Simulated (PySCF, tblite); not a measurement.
**B2F3GeH3: geometry, infrared bands, NMR shifts and spin-spin couplings**

What infrared bands, NMR shifts and spin-spin couplings should B2F3GeH3 (`FB(F)[B](F)[GeH3]`) show?

Computed with tblite 0.8.0 and PySCF 2.14.0, with density-fitted response routines of our own, on a single molecule in the gas phase. Atoms count from 0, in the outputs and in this text.

### Step 1. The starting structure

9 atoms, charge 0, multiplicity 1; geometry from: force field or distance geometry start.

Bonds of the start (Å): F0–B1 1.45, B1–F2 1.47, B1–B3 1.66, B3–F4 1.43, B3–Ge5 2.01, Ge5–H6 1.56, Ge5–H7 1.53, Ge5–H8 1.55.

### Step 2. Optimising the geometry with GFN2-xTB

Job settings and geometry (Å):

```
{"job": {"kind": "relax", "xc": "GFN2-xTB", "basis": "xTB"}, "charge": 0, "multiplicity": 1}
F      1.542500     1.764300     0.645400
B      1.591000     0.364100     0.276700
F      2.925500    -0.247800     0.371300
B      0.448200    -0.316500    -0.711600
F      0.901200    -1.293900    -1.651500
Ge    -1.496100    -0.129300    -0.234700
H     -1.707300     1.167600     0.601900
H     -1.946100    -1.392600     0.510400
H     -2.245300     0.090100    -1.570800
```

The run is started by

```
$ OMP_NUM_THREADS=1 python probes_run.py task.json out
```

This one command runs all jobs of the session in turn.

Standard output:

```text
step      E/eV     max force
  0    -549.16341    3.980
  1    -549.82521    2.246
  2    -550.02751    2.801
  3    -550.14747    1.188
  4    -550.22911    0.537
  5    -550.26842    0.797
  6    -550.28644    0.600
  7    -550.30684    0.401
  8    -550.32298    0.424
  9    -550.33715    0.339
 10    -550.34258    0.208
 11    -550.34526    0.128
 12    -550.34674    0.099
 13    -550.34785    0.127
 14    -550.34882    0.105
 15    -550.34970    0.096
 16    -550.35053    0.091
 17    -550.35132    0.112
 18    -550.35212    0.113
 19    -550.35304    0.093
 20    -550.35406    0.115
 21    -550.35503    0.097
 22    -550.35578    0.105
 23    -550.35637    0.090
 24    -550.35700    0.086
 25    -550.35779    0.105
 26    -550.35857    0.080
 27    -550.35920    0.075
 28    -550.35974    0.081
 29    -550.36033    0.086
 30    -550.36107    0.104
 31    -550.36186    0.083
 32    -550.36259    0.086
 33    -550.36336    0.106
 34    -550.36439    0.110
 35    -550.36581    0.109
 36    -550.36715    0.101
 37    -550.36796    0.068
 38    -550.36840    0.127
 39    -550.36897    0.104
 40    -550.36952    0.082
 41    -550.37076    0.105
 42    -550.37171    0.112
 43    -550.37426    0.160
 44    -550.37709    0.170
 45    -550.38082    0.152
 46    -550.38310    0.049
 47    -550.37911    0.568
 48    -550.38404    0.061
 49    -550.38438    0.048
 50    -550.38497    0.153
 51    -550.38546    0.061
 52    -550.38596    0.074
 53    -550.38793    0.077
 54    -550.38782    0.343
 55    -550.38947    0.164
 56    -550.39025    0.069
 57    -550.39072    0.063
 58    -550.39107    0.062
 59    -550.39181    0.066
 60    -550.39218    0.060
 61    -550.39250    0.089
 62    -550.39267    0.045
 63    -550.39287    0.037
 64    -550.39310    0.052
 65    -550.39349    0.082
 66    -550.39436    0.116
 67    -550.39568    0.126
 68    -550.39693    0.079
 69    -550.39742    0.046
 70    -550.39758    0.035
 71    -550.39775    0.037
 72    -550.39805    0.047
 73    -550.39843    0.056
 74    -550.39878    0.065
 75    -550.39900    0.043
 76    -550.39911    0.046
 77    -550.39919    0.019
 78    -550.39926    0.029
 79    -550.39933    0.037
 80    -550.39939    0.037
 81    -550.39948    0.032
 82    -550.39961    0.023
 83    -550.39971    0.013
 84    -550.39973    0.008
```

Wall time 0.55 s (1 thread of Arm Neoverse N1, shared host).

Relaxation path: (not every step is listed)

```
step  energy from step 0 (eV)  largest force (eV/Å)
   0                   0.0000                3.9796
   1                  -0.6618                2.2462
   2                  -0.8641                2.8007
   3                  -0.9841                1.1881
   4                  -1.0657                0.5374
   5                  -1.1050                0.7974
   6                  -1.1230                0.5999
   7                  -1.1434                0.4011
   8                  -1.1596                0.4236
  15                  -1.1863                0.0962
  22                  -1.1924                0.1048
  29                  -1.1969                0.0861
  36                  -1.2037                0.1008
  43                  -1.2109                0.1597
  50                  -1.2216                0.1533
  57                  -1.2273                0.0630
  64                  -1.2297                0.0517
  71                  -1.2343                0.0369
  78                  -1.2359                0.0289
  79                  -1.2359                0.0373
  80                  -1.2360                0.0370
  81                  -1.2361                0.0324
  82                  -1.2362                0.0227
  83                  -1.2363                0.0132
  84                  -1.2363                0.0081
```

Close pairs (by a distance rule), those that changed most:

| bond | before (Å) | after (Å) | change (Å) |
| --- | --- | --- | --- |
| B1–F2 | 1.471 | 1.325 | -0.146 |
| F0–B1 | 1.449 | 1.325 | -0.124 |
| B3–F4 | 1.430 | 1.316 | -0.114 |
| Ge5–H6 | 1.558 | 1.493 | -0.065 |
| Ge5–H8 | 1.547 | 1.495 | -0.053 |
| Ge5–H7 | 1.534 | 1.495 | -0.039 |
| B3–Ge5 | 2.011 | 2.043 | +0.032 |
| B1–B3 | 1.657 | 1.671 | +0.014 |

The next job starts from the end point, and lists it.

### Step 3. Infrared spectrum with GFN2-xTB

Job settings and geometry (Å):

```
{"job": {"kind": "ir", "xc": "GFN2-xTB", "basis": "xTB"}, "charge": 0, "multiplicity": 1}
F      2.117794     1.648631     0.110170
B      1.739979     0.379123     0.144080
F      2.254446    -0.261812     1.183227
B      0.542946    -0.257373    -0.833231
F      0.733982    -0.847248    -1.994150
Ge    -1.406216    -0.163874    -0.229345
H     -1.777369     1.013540     0.609625
H     -1.808412    -1.336072     0.607199
H     -2.383589    -0.168923    -1.360494
```

Standard output:

```text
mode    cm-1     km/mol
  1       8.3      0.06
  2      30.1      0.03
  3      68.2      2.40
  4     114.1      7.23
  5     214.3      3.97
  6     309.7     22.70
  7     328.0     15.96
  8     412.2     16.27
  9     500.5     50.31
 10     528.2      0.80
 11     544.5     42.46
 12     752.0      6.47
 13     803.8    436.25
 14     880.2    103.35
 15     888.0     87.35
 16    1175.3    314.55
 17    1199.6    340.53
 18    1289.0    125.81
 19    2013.5    151.64
 20    2080.3    417.06
 21    2098.3    440.66
```

It took 0.28 s on 1 thread of Arm Neoverse N1, shared host.

The strongest bands and the atoms that carry them (share of the mass-weighted mode):

```csv
cm⁻¹,km/mol,atoms
804,436.2,"H7 34 %, H8 33 %, H6 30 %"
880,103.3,"H8 50 %, H6 31 %, H7 18 %"
1175,314.6,"B1 47 %, B3 17 %, F0 12 %, F4 12 %"
1200,340.5,"B1 71 %, F2 15 %, F0 14 %"
1289,125.8,"B3 53 %, B1 21 %, F4 20 %"
2014,151.6,"H7 39 %, H8 39 %, H6 22 %"
2080,417.1,"H7 56 %, H8 40 %"
2098,440.7,"H6 74 %, H8 20 %"
```

### Step 4. NMR shieldings: PBE0/pcSseg-1

The job, as its differences from that of step 3:

```diff
@@ -1,2 +1,2 @@
-{"job": {"kind": "ir", "xc": "GFN2-xTB", "basis": "xTB"}, "charge": 0, "multiplicity": 1}
+{"job": {"kind": "nmr", "xc": "PBE0", "basis": "pcSseg-1"}, "charge": 0, "multiplicity": 1}
 F      2.117794     1.648631     0.110170
```

Method: GIAO PBE0/pcSseg-1 NMR shielding, non-relativistic, gas phase.

Standard output:

```text
coarse grid: 41096 points
cycle   1  E = -2427.1962812878  dE = -7.568e-02  |g| = 1.074e+00  |ddm| = 2.871e+00
cycle   2  E = -2427.0665339923  dE =  1.297e-01  |g| = 1.384e+00  |ddm| = 1.116e+00
cycle   3  E = -2427.3029136186  dE = -2.364e-01  |g| = 1.852e-01  |ddm| = 7.809e-01
cycle   4  E = -2427.3074256709  dE = -4.512e-03  |g| = 5.939e-02  |ddm| = 1.305e-01
cycle   5  E = -2427.3077749939  dE = -3.493e-04  |g| = 9.623e-03  |ddm| = 4.167e-02
cycle   6  E = -2427.3077874234  dE = -1.243e-05  |g| = 3.314e-03  |ddm| = 7.742e-03
cycle   7  E = -2427.3077887818  dE = -1.358e-06  |g| = 5.130e-04  |ddm| = 2.601e-03
final grid: 86384 points
cycle   8  E = -2427.3076819031  dE = -1.867e-08  |g| = 6.507e-04  |ddm| = 1.200e-03
cycle   9  E = -2427.3076818803  dE =  2.286e-08  |g| = 8.719e-04  |ddm| = 1.051e-03
cycle  10  E = -2427.3076819595  dE = -7.919e-08  |g| = 5.513e-05  |ddm| = 5.006e-04
cycle  11  E = -2427.3076819600  dE = -5.775e-10  |g| = 1.993e-05  |ddm| = 6.555e-05
converged SCF energy = -2427.3076819600

GIAO shielding tensors (ppm)
atom      isotropic    diamagn.    paramagn.     s11        s22        s33       span
  0 F      220.993     467.401    -246.408     33.985    261.670    367.323    333.338
  1 B       76.824     196.338    -119.514     54.003     80.373     96.096     42.093
  2 F      219.729     468.100    -248.370     30.328    261.918    366.941    336.612
  3 B       12.550     191.687    -179.137   -106.233     54.904     88.979    195.212
  4 F       80.001     465.267    -385.267   -265.909    -66.496    572.407    838.316
  5 Ge    1705.837    2758.565   -1052.728   1653.077   1707.613   1756.821    103.744
  6 H       28.549      29.965      -1.416     22.225     23.724     39.700     17.475
  7 H       28.606      29.727      -1.121     22.612     23.130     40.075     17.463
  8 H       28.753      29.773      -1.020     22.335     23.346     40.578     18.243
```

Wall time 23 s (1 thread of Arm Neoverse N1, shared host); peak memory 0.72 GiB.

Shifts follow as δ = σ(reference) − σ, with reference shieldings (ppm) from runs at the same level and on the same kind of geometry: ¹H TMS 31.72, ¹⁹F CFCl3 170.9, ¹¹B BF3·OEt2 100.1, ⁷³Ge GeMe4 1331. The references are single molecules in the gas phase, so shifts against H2O, NH3, PH3, H3PO4 or CFCl3 are not on the usual liquid scales and can be off by tens of ppm. Atoms listed in one row are averaged.

| atoms | environment | σ (ppm) | δ (ppm) |
| --- | --- | --- | --- |
| H6, H7, H8 | hydrogen on a germanium bonded to B | 28.64 | 3.08 |
| F4 | fluorine bonded to B | 80.0 | 90.9 |
| F0, F2 | fluorine bonded to B | 220.4 | -49.4 |
| B3 | boron bonded to B, F, Ge | 12.6 | 87.5 |
| B1 | boron bonded to B, 2 F | 76.8 | 23.2 |
| Ge5 | germanium bonded to B, 3 H | 1706 | -375 |

Charges from the same density, by scheme (e):

```
 atoms  Mulliken    IAO  Hirshfeld  ESP fit
F0, F2     -0.29  -0.30      -0.14    -0.27
    B1      0.63   0.61       0.24     0.55
    B3      0.27   0.17       0.14     0.22
    F4     -0.25  -0.26      -0.11    -0.19
   Ge5     -0.11   0.29       0.21     0.09
```

Mayer bond orders: F0–B1 1.09, B1–F2 1.10, B1–B3 0.92, B3–F4 1.16, B3–Ge5 0.91.

### Step 5. Spin-spin couplings: B3LYP/pcSseg-1+pcJ-1

The job, as its differences from that of step 4:

```diff
@@ -1,2 +1,2 @@
-{"job": {"kind": "nmr", "xc": "PBE0", "basis": "pcSseg-1"}, "charge": 0, "multiplicity": 1}
+{"job": {"kind": "j", "xc": "B3LYP", "basis": "pcJ-1"}, "charge": 0, "multiplicity": 1}
 F      2.117794     1.648631     0.110170
```

With the program's defaults for keys left out, this is: B3LYP/pcJ-1 Ge:pcSseg-1 indirect spin-spin coupling, non-relativistic, gas phase.

Standard output:

```text
coarse grid: 41096 points
cycle   1  E = -2427.8958388706  dE = -9.773e-02  |g| = 1.161e+00  |ddm| = 2.786e+00
cycle   2  E = -2427.7014050651  dE =  1.944e-01  |g| = 1.613e+00  |ddm| = 1.245e+00
cycle   3  E = -2428.0153356246  dE = -3.139e-01  |g| = 2.330e-01  |ddm| = 8.946e-01
cycle   4  E = -2428.0222138694  dE = -6.878e-03  |g| = 7.096e-02  |ddm| = 1.549e-01
cycle   5  E = -2428.0226964494  dE = -4.826e-04  |g| = 1.401e-02  |ddm| = 4.898e-02
cycle   6  E = -2428.0227224192  dE = -2.597e-05  |g| = 4.255e-03  |ddm| = 1.055e-02
cycle   7  E = -2428.0227247264  dE = -2.307e-06  |g| = 6.313e-04  |ddm| = 3.562e-03
final grid: 86384 points
cycle   8  E = -2428.0225706105  dE = -2.585e-08  |g| = 8.465e-04  |ddm| = 1.627e-03
cycle   9  E = -2428.0225705536  dE =  5.682e-08  |g| = 1.212e-03  |ddm| = 1.506e-03
cycle  10  E = -2428.0225707131  dE = -1.594e-07  |g| = 9.501e-05  |ddm| = 7.259e-04
cycle  11  E = -2428.0225707148  dE = -1.709e-09  |g| = 3.388e-05  |ddm| = 1.067e-04
cycle  12  E = -2428.0225707149  dE = -1.719e-10  |g| = 2.310e-06  |ddm| = 2.534e-05
converged SCF energy = -2428.0225707149

Indirect spin-spin couplings (Hz)
  i      j    bonds     total        FC       PSO       DSO        SD
  0 F    1 B    1   -178.036  -118.623   -59.936     0.956    -0.434
  0 F    2 F    2   -223.614    92.115  -323.050    -0.807     8.128
  0 F    3 B    2     60.873    59.058     1.374     0.226     0.215
  0 F    4 F    3    -10.609     8.728   -14.577    -0.491    -4.269
  0 F    6 H    4      3.329     2.730     0.178     0.310     0.111
  0 F    7 H    4     -4.825    -4.303     0.921    -1.395    -0.049
  0 F    8 H    4      3.842     4.539     0.729    -1.416    -0.010
  1 B    2 F    1   -177.242  -117.925   -59.850     0.958    -0.425
  1 B    3 B    1    129.407   128.480    -0.203     0.600     0.530
  1 B    4 F    2     30.164    32.263    -4.633     0.239     2.295
  1 B    6 H    3     -1.055    -1.075    -0.126     0.137     0.009
  1 B    7 H    3     -0.197     0.025     0.004    -0.207    -0.019
  1 B    8 H    3      5.071     5.539     0.161    -0.629    -0.000
  2 F    3 B    2     62.600    60.963     1.129     0.230     0.278
  2 F    4 F    3     -9.643    10.098   -15.654    -0.527    -3.560
  2 F    6 H    4     -1.284    -1.548     0.514    -0.315     0.065
  2 F    7 H    4      7.107     7.113     0.154    -0.102    -0.059
  2 F    8 H    4     -3.528    -2.475     0.908    -1.951    -0.010
  3 B    4 F    1   -235.770  -134.770   -93.847     0.879    -8.032
  3 B    6 H    2     14.760    15.598    -0.110    -0.777     0.049
  3 B    7 H    2      6.519     7.081     0.012    -0.674     0.100
  3 B    8 H    2      0.291     0.975     0.044    -0.769     0.041
  4 F    6 H    3     34.061    37.175    -0.309    -2.892     0.085
  4 F    7 H    3      4.724     5.656     0.203    -1.556     0.422
  4 F    8 H    3      6.835     7.648    -0.725    -0.211     0.124
  6 H    7 H    2     -9.896    -7.217     1.016    -3.741     0.046
  6 H    8 H    2     -0.504     2.441     1.098    -4.087     0.043
  7 H    8 H    2     -8.122    -5.376     1.042    -3.830     0.042
```

It took 87 s on 1 thread of Arm Neoverse N1, shared host; peak memory 0.9 GiB.

Couplings of 1 Hz or more, nine at most for each number of bonds, with means over like pairs (isotopes 11B, 19F, 1H):

```csv
pair,bonds,J (Hz),Fermi contact (Hz),dihedral (°)
B3–F4,1,-235.8,-134.8,–
F0–B1,1,-177.6,-118.3,–
B1–B3,1,129.4,128.5,–
F0–F2,2,-223.6,92.1,–
F0–B3,2,61.7,60.0,–
B1–F4,2,30.2,32.3,–
B3–H6,2,7.2,7.9,–
H6–H7,2,-6.2,-3.4,–
F4–H6,3,15.2,16.8,–
F0–F4,3,-10.1,9.4,94
B1–H6,3,1.3,1.5,–
```

The response was solved for the nuclei of B, F, H alone, so couplings that need other nuclei can be missing.

Quadrupole couplings from the field gradients of the same density:

| atom | isotope | eQq/h (MHz) | η |
| --- | --- | --- | --- |
| Ge5 | 73Ge | 18.5 | 0.14 |
| B3 | 11B | 4.550 | 0.55 |
| B1 | 11B | 3.434 | 0.80 |

Shifts (PBE0/pcSseg-1, unscaled) and these couplings together give the proton spectrum at 400 MHz below. Couplings to quadrupolar nuclei are left out.

¹H NMR δ 3.08 (d, J = 15.2 Hz, 3H).

### Step 6. What came out

| quantity | value |
| --- | --- |
| strongest single infrared mode (GFN2-xTB) | 2098 cm⁻¹, 441 km/mol |
| zero-point energy (GFN2-xTB) | 23.2 kcal/mol |
| ¹H shifts against TMS (PBE0/pcSseg-1, means over atoms taken as alike) | 3.08 ppm |
| ¹⁹F shifts against CFCl3 (PBE0/pcSseg-1, means over atoms taken as alike) | 90.9, -49.4 ppm |
| ¹¹B shifts against BF3·OEt2 (PBE0/pcSseg-1) | 87.5, 23.2 ppm |
| ⁷³Ge shifts against GeMe4 (PBE0/pcSseg-1) | -375 ppm |
| largest coupling of the table (B3LYP/pcSseg-1+pcJ-1) | ¹J(B,F) B3–F4, -235.8 Hz |

**Reading.** Over 84 steps the energy fell by 1.236 eV; of the close pairs, B1–F2 changed most, 1.471 to 1.325 Å. No mode is imaginary among the 21: a minimum at this level. The strongest single mode, at 2098 cm⁻¹, moves mainly H6. GFN2-xTB is a fitted tight-binding method: band positions and strengths are rough. Its intensities can rank the bands wrongly. At PBE0/pcSseg-1: The widest tensor belongs to F4: span 838 ppm, with a paramagnetic part of -385 ppm. Of the pairs tabulated at B3LYP/pcSseg-1+pcJ-1, B3–F4 couples most strongly (-235.8 Hz; Fermi contact -134.8 Hz). Couplings across rotatable bonds belong to this one conformer; where others are populated, the observed values are averages. Density functionals describe couplings to fluorine poorly, F–F couplings above all, so those rows are rough. Spin-orbit coupling is left out, which matters for shieldings and couplings at and beside the heavy atoms.
